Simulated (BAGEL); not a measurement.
**One shape, several levels: triplet B2H6S2**

Wanted: a comparison of 3 runs (UHF/STO-3G, ROHF/6-31G*, UHF/6-31G*) of triplet B2H6S2. 

The results are computed with BAGEL 1.2.2.

## (1) Starting point

B2H6S2: 10 atoms, total charge 0, spin state triplet. SMILES of the parent species: `[BH2-]1[SH+][BH2-][SH+]1`. The coordinates come from a PBE0-D4/def2-TZVP relaxation. That shape belongs to the parent species and isn't relaxed for this state.

Bond lengths: B1–S2 1.961 Å, S2–B3 1.961 Å, B1–S4 1.961 Å, B3–S4 1.961 Å, B1–H5 1.195 Å, B1–H6 1.198 Å, S2–H7 1.346 Å, B3–H8 1.195 Å, B3–H9 1.198 Å, S4–H10 1.346 Å. Some angles: B1–S2–B3 80.4°, S2–B1–S4 96.7°, S2–B3–S4 96.7°, B1–S4–B3 80.4°, B1–S2–H7 98.6°, B3–S2–H7 98.6°, S2–B1–H5 114.0°, S2–B1–H6 105.9°, S4–B1–H5 114.0°, S4–B1–H6 105.9°.

## (2) A single-point energy at UHF/STO-3G (density fitting with qzvpp-jkfit) (run 1)

job.json reads:

```json
{ "bagel" : [

{
  "title" : "molecule",
  "basis" : "sto-3g",
  "df_basis" : "qzvpp-jkfit",
  "angstrom" : true,
  "geometry" : [
    { "atom" : "B", "xyz" : [   -0.594400,    1.014400,   -0.540900 ] },
    { "atom" : "S", "xyz" : [   -0.927100,   -0.914200,   -0.668800 ] },
    { "atom" : "B", "xyz" : [    0.179400,   -0.879400,    0.950000 ] },
    { "atom" : "S", "xyz" : [    0.947400,    0.902700,    0.665900 ] },
    { "atom" : "H", "xyz" : [   -0.355500,    1.537600,   -1.588800 ] },
    { "atom" : "H", "xyz" : [   -1.492600,    1.459100,    0.115100 ] },
    { "atom" : "H", "xyz" : [    0.031400,   -1.224600,   -1.560700 ] },
    { "atom" : "H", "xyz" : [    0.990400,   -1.755900,    1.004200 ] },
    { "atom" : "H", "xyz" : [   -0.583700,   -0.765100,    1.866200 ] },
    { "atom" : "H", "xyz" : [    1.887500,    0.574300,   -0.239100 ] }
  ]
},
{
  "title" : "uhf",
  "nopen" : 2
},
{
  "title" : "print",
  "file" : "orbitals.molden",
  "orbitals" : true
}

]}
```

On the command line:

```console
BAGEL_NUM_THREADS=1 BAGEL job.json > job.out
```

The log of the run:

```text
* using 1 threads per process

  ===============================================================
  ===============================================================

  *** Geometry ***

  { "atom" : "B", "xyz" : [     -1.123253,      1.916938,     -1.022153 ] },
  { "atom" : "S", "xyz" : [     -1.751965,     -1.727588,     -1.263849 ] },
  { "atom" : "B", "xyz" : [      0.339017,     -1.661825,      1.795240 ] },
  { "atom" : "S", "xyz" : [      1.790327,      1.705856,      1.258369 ] },
  { "atom" : "H", "xyz" : [     -0.671798,      2.905643,     -3.002397 ] },
  { "atom" : "H", "xyz" : [     -2.820605,      2.757299,      0.217507 ] },
  { "atom" : "H", "xyz" : [      0.059337,     -2.314159,     -2.949296 ] },
  { "atom" : "H", "xyz" : [      1.871585,     -3.318170,      1.897663 ] },
  { "atom" : "H", "xyz" : [     -1.103033,     -1.445829,      3.526607 ] },
  { "atom" : "H", "xyz" : [      3.566858,      1.085270,     -0.451834 ] },

  Number of auxiliary basis functions:      514

  Since a DF basis is specified, we compute 2- and 3-index integrals:
    o Being stored without compression. Storage requirement is 0.005 GB

  Number of basis functions:       34
  Number of electrons      :       48

    * METHOD: MOLECULE                             0.14

  *** Open-shell HF ***

  === Nuclear Repulsion ===
   200.3682039275

      * DIIS with orbital gradients will be used.

  === UHF iteration (sto-3g) ===
      0       -838.23433490          0.01720603           0.03
      1       -838.28963041          0.00443195           0.05
      2       -838.29441628          0.00136261           0.04
      3       -838.29521030          0.00019262           0.05
      4       -838.29528118          0.00006632           0.03
      5       -838.29529880          0.00002615           0.03
[... 45 lines of this table left out ...]
     51       -838.29530372          0.00000001           0.04
     52       -838.29530372          0.00000001           0.05
    * SCF iteration converged.

    * S^2 (UHF) is 2.0084

    * Permanent dipole moment:
           (   -0.786674,     0.262660,     0.741812) a.u.

    * METHOD: UHF                                  2.04

    * METHOD: PRINT                                0.00

  ===============================================================
```

It took 2.3 s on 1 thread of Intel Xeon 6975P-C (Granite Rapids), shared host.

## (3) A single-point energy at ROHF/6-31G(d) (density fitting with qzvpp-jkfit, spherical functions) (run 2)

input.json reads:

```json
{ "bagel" : [

{
  "title" : "molecule",
  "basis" : "6-31gs.json",
  "df_basis" : "qzvpp-jkfit",
  "angstrom" : "true",
  "geometry" : [
    { "atom" : "B", "xyz" : [   -0.594400,    1.014400,   -0.540900 ] },
    { "atom" : "S", "xyz" : [   -0.927100,   -0.914200,   -0.668800 ] },
    { "atom" : "B", "xyz" : [    0.179400,   -0.879400,    0.950000 ] },
    { "atom" : "S", "xyz" : [    0.947400,    0.902700,    0.665900 ] },
    { "atom" : "H", "xyz" : [   -0.355500,    1.537600,   -1.588800 ] },
    { "atom" : "H", "xyz" : [   -1.492600,    1.459100,    0.115100 ] },
    { "atom" : "H", "xyz" : [    0.031400,   -1.224600,   -1.560700 ] },
    { "atom" : "H", "xyz" : [    0.990400,   -1.755900,    1.004200 ] },
    { "atom" : "H", "xyz" : [   -0.583700,   -0.765100,    1.866200 ] },
    { "atom" : "H", "xyz" : [    1.887500,    0.574300,   -0.239100 ] }
  ]
},
{ "title" : "rohf", "nopen" : 2 },
{ "title" : "print", "file" : "orbitals.molden", "orbitals" : "true" }

]}
```

The basis set 6-31G* is read from a file made from the Basis Set Exchange's data (not shown).

On the command line:

```console
BAGEL_NUM_THREADS=1 BAGEL input.json > input.out
```

The log of the run:

```text
* using 1 threads per process

  ===============================================================
  ===============================================================

  *** Geometry ***

  { "atom" : "B", "xyz" : [     -1.123253,      1.916938,     -1.022153 ] },
  { "atom" : "S", "xyz" : [     -1.751965,     -1.727588,     -1.263849 ] },
  { "atom" : "B", "xyz" : [      0.339017,     -1.661825,      1.795240 ] },
  { "atom" : "S", "xyz" : [      1.790327,      1.705856,      1.258369 ] },
  { "atom" : "H", "xyz" : [     -0.671798,      2.905643,     -3.002397 ] },
  { "atom" : "H", "xyz" : [     -2.820605,      2.757299,      0.217507 ] },
  { "atom" : "H", "xyz" : [      0.059337,     -2.314159,     -2.949296 ] },
  { "atom" : "H", "xyz" : [      1.871585,     -3.318170,      1.897663 ] },
  { "atom" : "H", "xyz" : [     -1.103033,     -1.445829,      3.526607 ] },
  { "atom" : "H", "xyz" : [      3.566858,      1.085270,     -0.451834 ] },

  Number of auxiliary basis functions:      514

  Since a DF basis is specified, we compute 2- and 3-index integrals:
    o Being stored without compression. Storage requirement is 0.024 GB

  Number of basis functions:       76
  Number of electrons      :       48

    * METHOD: MOLECULE                             0.21

  *** Open-shell HF ***

  === Nuclear Repulsion ===
   200.3682039275

      * DIIS with orbital gradients will be used.

  === ROHF iteration (6-31gs.json) ===
      0       -847.51558309          0.02377816           0.11
      1       -847.60730574          0.00793814           0.10
      2       -847.61753965          0.00343689           0.11
      3       -847.61920847          0.00092581           0.10
      4       -847.61954300          0.00023257           0.10
      5       -847.61957865          0.00011275           0.10
[... 25 lines of this table left out ...]
     31       -847.61959453          0.00000002           0.10
     32       -847.61959453          0.00000001           0.10
    * SCF iteration converged.

    * S^2 (ROHF) is 2.0000

    * Permanent dipole moment:
           (   -0.693490,     0.233205,     0.656129) a.u.

    * METHOD: ROHF                                 3.45

    * METHOD: PRINT                                0.01

  ===============================================================
```

Run time: 3.9 s. Hardware: 1 thread of Intel Xeon 6975P-C (Granite Rapids), shared host.

## (4) A single-point energy at UHF/6-31G(d) (density fitting with qzvpp-jkfit, spherical functions) (run 3)

calc.json reads:

```json
{ "bagel" : [

{
  "title" : "molecule",
  "basis" : "6-31gs.json",
  "df_basis" : "qzvpp-jkfit",
  "angstrom" : true,
  "geometry" : [
    { "atom" : "B", "xyz" : [      -0.594400,       1.014400,      -0.540900 ] },
    { "atom" : "S", "xyz" : [      -0.927100,      -0.914200,      -0.668800 ] },
    { "atom" : "B", "xyz" : [       0.179400,      -0.879400,       0.950000 ] },
    { "atom" : "S", "xyz" : [       0.947400,       0.902700,       0.665900 ] },
    { "atom" : "H", "xyz" : [      -0.355500,       1.537600,      -1.588800 ] },
    { "atom" : "H", "xyz" : [      -1.492600,       1.459100,       0.115100 ] },
    { "atom" : "H", "xyz" : [       0.031400,      -1.224600,      -1.560700 ] },
    { "atom" : "H", "xyz" : [       0.990400,      -1.755900,       1.004200 ] },
    { "atom" : "H", "xyz" : [      -0.583700,      -0.765100,       1.866200 ] },
    { "atom" : "H", "xyz" : [       1.887500,       0.574300,      -0.239100 ] }
  ]
},

{ "title" : "uhf", "charge" : 0, "nopen" : 2 },

{ "title" : "print", "file" : "orbitals.molden", "orbitals" : true }

]}
```

The basis set 6-31G* is read from a file made from the Basis Set Exchange's data (not shown).

On the command line:

```console
BAGEL_NUM_THREADS=1 BAGEL calc.json > calc.out
```

The log of the run:

```text
* using 1 threads per process

  ===============================================================
  ===============================================================

  *** Geometry ***

  { "atom" : "B", "xyz" : [     -1.123253,      1.916938,     -1.022153 ] },
  { "atom" : "S", "xyz" : [     -1.751965,     -1.727588,     -1.263849 ] },
  { "atom" : "B", "xyz" : [      0.339017,     -1.661825,      1.795240 ] },
  { "atom" : "S", "xyz" : [      1.790327,      1.705856,      1.258369 ] },
  { "atom" : "H", "xyz" : [     -0.671798,      2.905643,     -3.002397 ] },
  { "atom" : "H", "xyz" : [     -2.820605,      2.757299,      0.217507 ] },
  { "atom" : "H", "xyz" : [      0.059337,     -2.314159,     -2.949296 ] },
  { "atom" : "H", "xyz" : [      1.871585,     -3.318170,      1.897663 ] },
  { "atom" : "H", "xyz" : [     -1.103033,     -1.445829,      3.526607 ] },
  { "atom" : "H", "xyz" : [      3.566858,      1.085270,     -0.451834 ] },

  Number of auxiliary basis functions:      514

  Since a DF basis is specified, we compute 2- and 3-index integrals:
    o Being stored without compression. Storage requirement is 0.024 GB

  Number of basis functions:       76
  Number of electrons      :       48

    * METHOD: MOLECULE                             0.26

  *** Open-shell HF ***

  === Nuclear Repulsion ===
   200.3682039275

      * DIIS with orbital gradients will be used.

  === UHF iteration (6-31gs.json) ===
      0       -847.51558309          0.02377816           0.11
      1       -847.61415357          0.00786506           0.10
      2       -847.62524516          0.00334774           0.10
      3       -847.62712891          0.00087576           0.10
      4       -847.62753186          0.00020796           0.11
      5       -847.62758034          0.00009407           0.12
[... 28 lines of this table left out ...]
     34       -847.62760768          0.00000001           0.10
     35       -847.62760768          0.00000001           0.10
    * SCF iteration converged.

    * S^2 (UHF) is 2.0253

    * Permanent dipole moment:
           (   -0.689473,     0.231851,     0.652323) a.u.

    * METHOD: UHF                                  3.79

    * METHOD: PRINT                                0.01

  ===============================================================
```

Run time: 4.2 s. Hardware: 1 thread of Intel Xeon 6975P-C (Granite Rapids), shared host.

## (5) The series

```csv
run,level,energy (Eh),dipole moment (D),⟨S²⟩,wall time
1,UHF/STO-3G (density fitting with qzvpp-jkfit),-838.295304,2.83,2.008,2.3 s
2,"ROHF/6-31G* (density fitting with qzvpp-jkfit, spherical functions)",-847.619595,2.50,2.000,3.9 s
3,"UHF/6-31G* (density fitting with qzvpp-jkfit, spherical functions)",-847.627608,2.48,2.025,4.2 s
```

## (6) Results

| quantity | value |
| --- | --- |
| run 3: total energy | -847.62761 Eh |
| run 3: dipole moment | 2.48 D |
| run 3: ⟨S²⟩ | 2.025 |

**Reading.** The dipole moment (its size) runs from 2.48 D (UHF/6-31G*) to 2.83 D (UHF/STO-3G). In run 1 the basis is minimal, so the values are rough. All runs together took 10 s, the longest 4.2 s.
